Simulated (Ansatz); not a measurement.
Working through a formation energy from the elements of Li2Al and its elements

With Ansatz's Python interface.

Input file `li2al_li2al.vasp`:
```text
Li2Al
1.0
   2.29229114   -4.83323962    0.00000000
   2.29229114    4.83323962    0.00000000
   0.00000000    0.00000000    4.43089706
Li Al
4 2
Direct
   0.24139250    0.75860750    0.25000000
   0.75860750    0.24139250    0.75000000
   0.58986181    0.41013819    0.25000000
   0.41013819    0.58986181    0.75000000
   0.92501796    0.07498204    0.25000000
   0.07498204    0.92501796    0.75000000
```

The script reads `li2al_li.xyz`:
```text
1
Lattice="-1.75465 1.75465 1.75465 1.75465 -1.75465 1.75465 1.75465 1.75465 -1.75465" Properties=species:S:1:pos:R:3 pbc="T T T"
Li    0.00000000    0.00000000    0.00000000
```

`li2al_al.vasp`
```text
Al
1.0
   0.00000000    2.02480500    2.02480500
   2.02480500    0.00000000    2.02480500
   2.02480500    2.02480500    0.00000000
Al
1
Direct
   0.00000000    0.00000000    0.00000000
```

Interactive session:
```pycon
>>> from collections import Counter
>>> import warnings
>>> import ansatz as az
>>> from ase.io import read
>>> import numpy as np
>>> def solve(name, crystal):
...     calc = (
...         crystal.calculation()
...         .functional(az.Functional.R2SCAN)
...         .basis(380)
...         .mixing('anderson')
...         .scf(algorithm='direct_min')
...         .kpoints(spacing=0.39)
...         .occupations('cold', width=0.05)
...         .stress()
...     )
...     calc = calc.relax(force_tolerance=0.01, max_steps=60, fix_cell=['shape'])
...     return calc.run(threads=1)
...
>>> def counts(outcome):
...     return Counter(site.symbol for site in outcome.lattice.sites)
...
>>> def formation_energy(outcome, mu):
...     n = counts(outcome)
...     return (outcome.report['energy_sigma0_ev'] - sum(k * mu[element] for element, k in n.items())) / sum(n.values())
...
>>> def volume_per_atom(outcome):
...     return abs(np.linalg.det(outcome.lattice.cell_ang)) / len(outcome.lattice.sites)
...
>>> warnings.simplefilter('ignore', az.DeckWarning)
>>> phases = {}
>>> atoms = read('li2al_li2al.vasp', format='vasp')
>>> li2al = az.Crystal.from_ase(atoms)
>>> phases['Li2Al'] = li2al
>>> li = az.Crystal.from_extxyz('li2al_li.xyz')
>>> phases['Li'] = li
>>> atoms = read('li2al_al.vasp', format='vasp')
>>> al = az.Crystal.from_ase(atoms)
>>> phases['Al'] = al
>>> done = {}
>>> for name, crystal in phases.items():
...     done[name] = solve(name, crystal)
...     print(f'{name}: {done[name].report["energy_sigma0_ev"]:.4f} eV, {len(done[name].lattice.sites)} atoms')
...
Li2Al: -1902.3408 eV, 6 atoms
Li: -205.1335 eV, 1 atoms
Al: -540.4591 eV, 1 atoms
>>> # energy of one atom in its reference phase
>>> references = {'Li': 'Li', 'Al': 'Al'}
>>> mu = {element: done[name].report['energy_sigma0_ev'] / len(done[name].lattice.sites) for element, name in references.items()}
>>> target = done['Li2Al']
>>> heat = formation_energy(target, mu)
>>> n = counts(target)
>>> print('cell content:', dict(n), ' volume', round(volume_per_atom(target), 3), 'A^3/atom')
cell content: {<Element.LI: 'Li'>: 4, <Element.AL: 'Al'>: 2}  volume 16.401 A^3/atom
>>> print('formation energy', round(heat, 4), 'eV/atom,', round(heat * sum(n.values()), 4), 'eV per cell')
formation energy -0.1481 eV/atom, -0.8886 eV per cell
>>> print('bound against the elements' if heat < 0 else 'unbound against the elements')
bound against the elements
```

The settings weren't tested for convergence. The cutoff lies under the one recommended for these potentials. For the metals among these phases the mesh is modest: differences between phases can be off by up to 40 meV an atom. Atoms and volume are relaxed with the cell's shape held, which in cells of lower than cubic symmetry can hide stresses and shift volumes. The cells come from databases of deposited and of computed structures, and not all need be stable phases. The compound is the structure given, not necessarily its lowest; energies are at zero temperature, with no correction for gases. A semilocal functional's error on such energies is often 0.05 to 0.1 eV an atom, and 0.1 to 0.3 eV against gases such as O2 or F2. The script silences the warnings on its input, which a real study should read. Finished in 32 s on 1 thread of Arm Neoverse V1, on a shared host, peak memory 0.63 GiB.

(Lines on the test bed's own set-up are left out of the output.)
